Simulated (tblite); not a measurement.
# C3H14SSi3: the cost of one run

Computed with tblite 0.8.0 and PySCF 2.14.0, with density-fitted response routines of our own, on a single molecule in the gas phase. Atoms count from 0, in the outputs and in this text.

### 1 The molecule as given

21 atoms, charge 0, multiplicity 1; geometry from: force field or distance geometry start.

Bonds of the start (Å): Si0–C1 1.83, C1–C2 1.49, C2–C3 1.50, C3–Si4 1.85, Si4–S5 2.14, S5–Si6 2.15, Si0–H7 1.50, Si0–H8 1.48, Si0–H9 1.47, C1–H10 1.12, C1–H11 1.13, C2–H12 1.09, C2–H13 1.14, C3–H14 1.10, C3–H15 1.12, Si4–H16 1.46, Si4–H17 1.49, Si6–H18 1.45, Si6–H19 1.46, Si6–H20 1.46.

### 2 Relaxing the molecule with GFN2-xTB

Job settings and geometry (Å):

```
{"job": {"kind": "relax", "xc": "GFN2-xTB", "basis": "xTB"}, "charge": 0, "multiplicity": 1}
Si    -2.984300     1.049400    -0.305000
C     -2.318400    -0.448600     0.517600
C     -1.366200    -1.276900    -0.279000
C     -0.141000    -0.540500    -0.745100
Si     0.910800     0.104700     0.628400
S      2.768000    -0.966700     0.592400
Si     4.446400     0.367200     0.386000
H     -2.775100     2.193900     0.642100
H     -2.254700     1.380800    -1.544500
H     -4.431800     0.938400    -0.507800
H     -1.828400    -0.223200     1.504300
H     -3.188900    -1.104800     0.805600
H     -1.066500    -2.176700     0.258300
H     -1.885300    -1.601200    -1.237100
H     -0.443100     0.198300    -1.501900
H      0.464500    -1.324400    -1.273500
H      0.370800    -0.061100     1.976100
H      1.127600     1.543800     0.310800
H      4.287700     1.288900    -0.718900
H      4.666200     1.138600     1.608800
H      5.632900    -0.463000     0.191400
```

Command:

```console
OMP_NUM_THREADS=1 python probes_run.py task.json out
```

One launch serves the whole session: the jobs run in the order shown.

**Question.** How long does this first job take on 1 thread of Arm Neoverse N1, shared host?

About 4.5 s.
